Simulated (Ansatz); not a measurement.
**CH9BSSi2: one species, many methods**

The task here is to estimate one member of a computed series from the others.

Method: functionals in def2-TZVPP, the program's frozen cores in correlated methods; program: Ansatz 0.2.0, Gaussian basis.

Levels to be run: LDA (SPW92), PBE-D4, revPBE-D4, BLYP-D4, r2SCAN-D4, B97M-V, PBE0-D4, B3LYP-D4, r2SCANh-D4, r2SCAN0-D4, HSE06-D4, BHLYP-D4, CAM-B3LYP-D4, LC-ωPBE, ωB97X-V, ωB97M-V, B2PLYP, PBE-QIDH; CCSD(T)/def2-SVP; CCSD(T)/def2-TZVPP; MP2/def2-QZVPP; extrapolation to the limit; RPA on PBE.

### Structure used throughout

All runs share one geometry, relaxed beforehand with PBE0-D4 in a triple-zeta def2 set.

14 atoms, charge 0, spin multiplicity 1.

Atoms are counted from 1 here; the program's logs count them from 0.

Bond lengths: B1–Si2 1.959 Å, B1–S5 2.043 Å, B1–H6 1.199 Å, B1–H7 1.194 Å, Si2–C3 1.872 Å, Si2–Si4 2.334 Å, Si2–S5 2.268 Å, C3–H8 1.091 Å, C3–H9 1.092 Å, C3–H10 1.094 Å, Si4–H11 1.489 Å, Si4–H12 1.488 Å, Si4–H13 1.489 Å, S5–H14 1.344 Å. Angles: Si2–B1–S5 69.0°, Si2–B1–H6 114.9°, Si2–B1–H7 121.4°, S5–B1–H6 105.3°, S5–B1–H7 110.7°, H6–B1–H7 120.6°, B1–Si2–C3 122.8°, B1–Si2–Si4 123.2°, B1–Si2–S5 57.3°, C3–Si2–Si4 113.9°, C3–Si2–S5 107.7°, Si4–Si2–S5 104.9°, Si2–C3–H8 112.3°, Si2–C3–H9 110.2°, Si2–C3–H10 109.2°, H8–C3–H9 109.2°, H8–C3–H10 108.2°, H9–C3–H10 107.8° and more.

Set-up of the first run:

in.yaml

```yaml
crystal:
  periodic: [false, false, false]
  atoms:
    - {symbol: B, position_ang: [-1.086322, 1.549037, -0.853033]}
    - {symbol: Si, position_ang: [-0.055590, 0.284001, 0.231119]}
    - {symbol: C, position_ang: [1.496405, 0.772752, 1.157385]}
    - {symbol: Si, position_ang: [-0.602402, -1.976549, 0.425252]}
    - {symbol: S, position_ang: [0.330467, 0.602231, -1.980552]}
    - {symbol: H, position_ang: [-0.722957, 2.689267, -0.780099]}
    - {symbol: H, position_ang: [-2.183489, 1.284197, -1.243697]}
    - {symbol: H, position_ang: [2.309952, 0.061584, 1.004818]}
    - {symbol: H, position_ang: [1.824685, 1.765932, 0.844531]}
    - {symbol: H, position_ang: [1.276920, 0.815047, 2.228371]}
    - {symbol: H, position_ang: [-1.573262, -2.321726, -0.648957]}
    - {symbol: H, position_ang: [-1.231331, -2.251218, 1.746028]}
    - {symbol: H, position_ang: [0.596023, -2.849736, 0.288854]}
    - {symbol: H, position_ang: [-0.391996, -0.454020, -2.391119]}
basis:
  gaussian: {orbitals: def2-TZVPP}
hamiltonian: {xc: lda}
output: {orbitals: {seedname: orbitals}}
```

Among the steps run: LDA; PBE-D4 (GGA); revPBE-D4 (GGA); BLYP-D4 (GGA); r2SCAN-D4 (meta-GGA); B97M-V (meta-GGA); PBE0-D4 (hybrid); B3LYP-D4 (hybrid); r2SCANh-D4 (hybrid); r2SCAN0-D4 (hybrid); HSE06-D4 (hybrid); BHLYP-D4 (hybrid); CAM-B3LYP-D4 (range-separated); LC-ωPBE (range-separated); ωB97X-V (range-separated); ωB97M-V (range-separated); B2PLYP (double hybrid); PBE-QIDH (double hybrid).

One table of the session follows, with a row left open; its other results are not shown here.

It belongs to the step «Frontier levels by functional». 

```
  functional  HOMO (eV)  gap (eV)
 LDA (SPW92)      -6.02      4.15
      PBE-D4      -5.91      4.20
   revPBE-D4      -5.86      4.23
     BLYP-D4      -5.76      4.21
   r2SCAN-D4          ?         ?
      B97M-V      -6.18      4.60
     PBE0-D4      -6.93      6.04
    B3LYP-D4      -6.74      5.68
  r2SCANh-D4      -6.48      5.27
  r2SCAN0-D4      -7.06      6.28
    HSE06-D4      -6.54      5.28
    BHLYP-D4      -7.85      7.88
CAM-B3LYP-D4      -8.16      8.33
     LC-ωPBE      -9.44     10.65
     ωB97X-V      -9.12     10.23
     ωB97M-V      -8.96      9.85
```

**Question.** Estimate the row for r2SCAN-D4.

Worked estimate for «HOMO (eV)». Against the share of exact exchange, r2SCANh-D4 (0.1, -6.48), r2SCAN0-D4 (0.25, -7.06) give a slope of -3.87 per unit share; at 0 the line stands at -6.09.

As computed: HOMO (eV): -6.10; gap (eV): 4.60. In «HOMO (eV)» the line misses by +0.01.
